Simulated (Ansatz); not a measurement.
# CH6BBrSi, SMILES [SiH3]BCBr: vertical spin-state energies

Computed with Ansatz's Python interface.

Interactive session:
```pycon
>>> import ansatz as az
>>> GEOMETRY = """
... Si   -1.45480    0.13990   -0.40380
... B     0.42660    0.14490   -0.60980
... C     1.32380   -0.39030    0.55000
... Br    1.32890    0.79930    2.09130
... H    -2.11070   -0.68830   -1.45330
... H    -1.87100   -0.28370    0.92200
... H    -1.95720    1.56570   -0.58400
... H     0.95220    0.48750   -1.64410
... H     2.41200   -0.41600    0.25420
... H     1.03330   -1.41000    0.88040
... """
>>> mol = az.Crystal.molecule()
>>> for line in GEOMETRY.strip().splitlines():
...     symbol, *xyz = line.split()
...     mol = mol.atom(symbol, [float(v) for v in xyz])
...
>>> calc = (
...     mol.calculation()
...     .basis(gaussian="def2-SVP")
...     .functional("r2scan")
... )
>>> found = {}
>>> for unpaired in [0, 2]:
...     data = calc.spin("collinear", total=unpaired).run().report
...     s = unpaired / 2
...     found[unpaired] = data["free_energy_ev"]
...     print(f"2S+1 = {unpaired + 1}: E = {found[unpaired]:.5f} eV, <S^2> = {abs(data['mean_field']['state']['spin_squared']):.3f} (pure state {s * (s + 1):.2f})")
...
2S+1 = 1: E = -79719.34341 eV, <S^2> = 0.000 (pure state 0.00)
2S+1 = 3: E = -79716.32376 eV, <S^2> = 2.008 (pure state 2.00)
>>> lowest = min(found, key=found.get)
>>> for unpaired, e in found.items():
...     print(f"multiplicity {unpaired + 1}: {96.485332 * (e - found[lowest]):.1f} kJ/mol above the lowest")
...
multiplicity 1: 0.0 kJ/mol above the lowest
multiplicity 3: 291.4 kJ/mol above the lowest
```

In order: multiplicity 1 (+0.00 eV) and multiplicity 3 (+3.02 eV), all at the one geometry.

Caveats:
- Total energies depend on the basis set; only differences at equal settings carry meaning.
- The geometry is a force-field or estimated start, not a minimum of this method, and the basis set is short of its limit. All parts are taken at fixed geometry, without zero-point energy.
- Run time: 40 s on 1 thread of Arm Neoverse V2, with other jobs on the host, peak memory 0.3 GiB.
